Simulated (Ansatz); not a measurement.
# YP: how the settings move a single-point run

How sensitive is a single-point run of YP to its settings? A reference run comes first, then six runs with altered input. The cell is built on a prototype (CsCl type) and needn't be the phase found in nature.

Method: reference: DFT, r2SCAN, plane waves, PAW, in Ansatz 0.2.0.

8 further runs of the same task are left out: 1 for a known fault of the program, 7 that didn't finish.

## 1. Starting point

Symmetry: Pm-3m, No. 221, cubic system. The conventional cell has a = 3.476 Å, b = 3.476 Å, c = 3.476 Å, α = 90.00°, β = 90.00°, γ = 90.00°. Y (site symmetry m-3m) is surrounded by 8 P at 3.01 Å. Around P (site symmetry m-3m) lie 8 Y at 3.01 Å.

Coordinates:

```
Y P
1.0
     3.47606    0.00000    0.00000
     0.00000    3.47606    0.00000
     0.00000    0.00000    3.47606
Y P
1 1
Cartesian
  0.0000 0.0000 0.0000
  1.7380 1.7380 1.7380
```

## 2. Reference

Input file input.yaml:

```yaml
crystal:
  lattice:
    - [3.4760620265, 0.0, 0.0]
    - [0.0, 3.4760620265, 0.0]
    - [0.0, 0.0, 3.4760620265]
  atoms:
    - { symbol: "Y", position: [0.0, 0.0, 0.0] }
    - { symbol: P, position: [0.5, 0.5, 0.5] }
kpoints:
  mp_grid: { grid: [6, 6, 6] }
hamiltonian:
  xc: r2scan
scf:
  occupations: { method: fermi_dirac, width: 0.02 }
  n_extra_bands: 4
output:
  forces: true
  stress: true
  eigenvalues: true
```

Run with:

```
$ ansatz run input.yaml --threads 4 --pin off --max-ram 3686MiB --backend cpu --events-out ev --progress --plain --runs-dir out
```

## 3. Changing settings: dr2_threshold 1.0e-12

Changes to input.yaml since step 2:

```diff
@@ -15,2 +15,4 @@
   n_extra_bands: 4
+  convergence: { dr2_threshold: 1.0e-12 }
+  max_iter: 54
 output:
```

## 4. A further run, with the input changed

Changes to input.yaml since step 2:

```diff
@@ -15,2 +15,4 @@
   n_extra_bands: 4
+  convergence: { dr2_threshold: 0.0001 }
+  max_iter: 92
 output:
```

## 6. Changing settings: ecutwfc 350

Changes to input.yaml since step 2:

```diff
@@ -19 +19,3 @@
   eigenvalues: true
+basis:
+  ecutwfc: 350
```

## 7. A run with other settings

Changes to input.yaml since step 2:

```diff
@@ -15,2 +15,3 @@
   n_extra_bands: 4
+  max_iter: 98
 output:
@@ -19 +20,4 @@
   eigenvalues: true
+magnetization:
+  spin_polarized: true
+  initial_magnetization: 6.0
```

## 9. Variant: mp_grid.grid [4, 4, 4]

Changes to input.yaml since step 2:

```diff
@@ -9,3 +9,3 @@
 kpoints:
-  mp_grid: { grid: [6, 6, 6] }
+  mp_grid: { grid: [4, 4, 4] }
 hamiltonian:
```

## 10. Variant: ecutwfc 900

Changes to input.yaml since step 2:

```diff
@@ -19 +19,3 @@
   eigenvalues: true
+basis:
+  ecutwfc: 900
```

(Steps that only read results are left out.)

**Question.** What will these runs give? Wanted: for each run, ending; energy change; pressure; gap; force.

The runs gave:

```csv
run,ending,energy change,pressure (GPa),gap (eV),force (eV/Å),cycles,time
reference,converged,0,0.0,0.00,0.00,8,0.91 s
1: dr2_threshold 1.0e-12,converged,0.0 meV/atom,0.0,0.00,0.00,11,1 s
2: dr2_threshold 0.0001,converged,0.0 meV/atom,0.0,0.00,0.00,6,0.88 s
3: ecutwfc 350,converged,+5.0 meV/atom,0.0,0.00,0.00,8,0.66 s
"4: spin_polarized true, initial_magnetization 6.0",converged,0.0 meV/atom,0.0,0.00,0.00,21,3 s
"5: mp_grid.grid [4, 4, 4]",converged,+15.6 meV/atom,-0.1,0.00,0.00,7,0.71 s
6: ecutwfc 900,converged,-1.5 meV/atom,0.0,0.00,0.00,8,1.6 s
```

Residual by cycle in the longest SCF loop of each run; runs are numbered as in the table. The quantity is the density residual dr2, in eV.

```csv
cycle,reference,run 1,run 2,run 3,run 4,run 5,run 6
1,0.117,0.117,0.117,0.117,3.18,0.0753,0.117
3,0.00426,0.00426,0.00426,0.00421,0.171,0.00163,0.00432
5,6.0e-4,6.0e-4,6.0e-4,5.4e-4,0.0422,1.2e-5,6.0e-4
6,5.1e-5,5.1e-5,5.1e-5,4.5e-5,0.00747,1.8e-7,5.1e-5
8,1.1e-8,1.2e-8,-,1.7e-8,7.9e-4,-,1.2e-8
10,-,5.7e-12,-,-,4.2e-6,-,-
12,-,-,-,-,1.6e-7,-,-
14,-,-,-,-,4.0e-8,-,-
16,-,-,-,-,8.1e-10,-,-
17,-,-,-,-,6.3e-11,-,-
19,-,-,-,-,1.2e-12,-,-
21,-,-,-,-,1.0e-11,-,-
```

**Reading.** Of the converged runs whose energies compare with the reference's, «mp_grid.grid [4, 4, 4]» moves the energy most (+15.6 meV/atom). Run 3 ran under the cutoff that the potentials recommend, as the log warns, so basis error is mixed into its values. Of the variants the dearest is «spin_polarized true, initial_magnetization 6.0» (3 s), the cheapest «ecutwfc 350» (0.66 s), on a shared host.
